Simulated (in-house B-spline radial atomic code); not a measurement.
# Cs²⁵⁺: excited configurations in jj coupling

How much energy does it take to promote electrons of Cs²⁵⁺ to other shells? Each configuration is solved by itself and compared with the reference.

Method: Dirac-Hartree-Fock, average of configuration, Fermi nucleus, basis-set limit. Code: in-house B-spline radial atomic code version 1.

## 1. What is computed

```
element       : caesium (Z = 55)
charge        : +25
electrons     : 30
configuration : 1s2 2s2 2p6 3s2 3p6 3d10 4s2
Hamiltonian   : Dirac-Coulomb
nucleus       : Fermi, rms radius 4.804 fm
```

Input settings:

```ini
Z = 55
electrons = 30.0
configuration = 1s2 2s2 2p6 3s2 3p6 3d10 4s2
hamiltonian = dirac
method = hf
spin_polarised = False
nucleus = fermi
rms_radius = 4.8041
mass_number = 133
atomic_mass = 132.905451958
speed_of_light = 137.035999084
```

The reference is known from an earlier run: -7490.722005 hartree in all. Up to eight levels, counted from the top:

| orbital | occupation | energy (eV) | <r> (bohr) |
| --- | --- | --- | --- |
| 2p1/2 | 2 | -6217.26 | 0.09394 |
| 2p3/2 | 4 | -5862.33 | 0.09976 |
| 3s1/2 | 2 | -1991.46 | 0.2929 |
| 3p1/2 | 2 | -1841.88 | 0.2833 |
| 3p3/2 | 4 | -1769.86 | 0.2940 |
| 3d3/2 | 4 | -1516.91 | 0.2640 |
| 3d5/2 | 6 | -1501.63 | 0.2675 |
| 4s1/2 | 2 | -876.27 | 0.6160 |

## 2. Configuration 1s2 2s2 2p6 3s2 3p6 3d-3 3d+6 4s2 7f-1

In configurations, a minus sign after the shell means j = l − 1/2 and a plus sign j = l + 1/2; the count of electrons follows.

Input settings:

```ini
Z = 55
electrons = 30.0
configuration = 1s2 2s2 2p6 3s2 3p6 3d-3 3d+6 4s2 7f-1
hamiltonian = dirac
method = hf
spin_polarised = False
nucleus = fermi
rms_radius = 4.8041
mass_number = 133
atomic_mass = 132.905451958
speed_of_light = 137.035999084
```

## 3. Run with 1s2 2s2 2p6 3s2 3p6 3d-4 3d+5 4s2 5s1

Settings: those of step 2 with these lines changed.

```diff
@@ -2,3 +2,3 @@
 electrons = 30.0
-configuration = 1s2 2s2 2p6 3s2 3p6 3d-3 3d+6 4s2 7f-1
+configuration = 1s2 2s2 2p6 3s2 3p6 3d-4 3d+5 4s2 5s1
 hamiltonian = dirac
```

## 4. Run with 1s2 2s2 2p6 3s2 3p-2 3p+3 3d10 4s2 7p-1

Settings: those of step 3 with these lines changed.

```diff
@@ -2,3 +2,3 @@
 electrons = 30.0
-configuration = 1s2 2s2 2p6 3s2 3p6 3d-4 3d+5 4s2 5s1
+configuration = 1s2 2s2 2p6 3s2 3p-2 3p+3 3d10 4s2 7p-1
 hamiltonian = dirac
```

## 5. Configuration 1s2 2s2 2p6 3s2 3p6 3d-3 3d+6 4s2 6p+1

Settings: those of step 4 with these lines changed.

```diff
@@ -2,3 +2,3 @@
 electrons = 30.0
-configuration = 1s2 2s2 2p6 3s2 3p-2 3p+3 3d10 4s2 7p-1
+configuration = 1s2 2s2 2p6 3s2 3p6 3d-3 3d+6 4s2 6p+1
 hamiltonian = dirac
```

## 6. 1s2 2s2 2p6 3s2 3p6 3d-3 3d+6 4s2 4f+1

Settings: those of step 5 with these lines changed.

```diff
@@ -2,3 +2,3 @@
 electrons = 30.0
-configuration = 1s2 2s2 2p6 3s2 3p6 3d-3 3d+6 4s2 6p+1
+configuration = 1s2 2s2 2p6 3s2 3p6 3d-3 3d+6 4s2 4f+1
 hamiltonian = dirac
```

**Question.** How far above the reference does each configuration lie (order and size, in eV)?

As calculated:

| net move | configuration | energy above the reference (eV) | with Breit, QED, recoil (eV) | largest <r> (bohr) |
| --- | --- | --- | --- | --- |
| 3d3/2 → 4f7/2 | 1s2 2s2 2p6 3s2 3p6 3d-3 3d+6 4s2 4f+1 | 890.51 | 889.54 | 0.611 |
| 3d5/2 → 5s | 1s2 2s2 2p6 3s2 3p6 3d-4 3d+5 4s2 5s1 | 984.53 | 984.30 | 1.05 |
| 3d3/2 → 6p3/2 | 1s2 2s2 2p6 3s2 3p6 3d-3 3d+6 4s2 6p+1 | 1196.92 | 1196.08 | 1.65 |
| 3d3/2 → 7f5/2 | 1s2 2s2 2p6 3s2 3p6 3d-3 3d+6 4s2 7f-1 | 1315.64 | 1314.69 | 2.46 |
| 3p3/2 → 7p1/2 | 1s2 2s2 2p6 3s2 3p-2 3p+3 3d10 4s2 7p-1 | 1539.49 | 1537.92 | 2.31 |

**Reading.** The energies run from 890.51 eV (3d3/2 → 4f7/2) to 1539.49 eV (3p3/2 → 7p1/2). Koopmans' estimate of the ionisation threshold is 876.27 eV; 4 configurations exceed it by over 2 % and could autoionise. These are averages over configurations, without correlation, not spectroscopic levels.
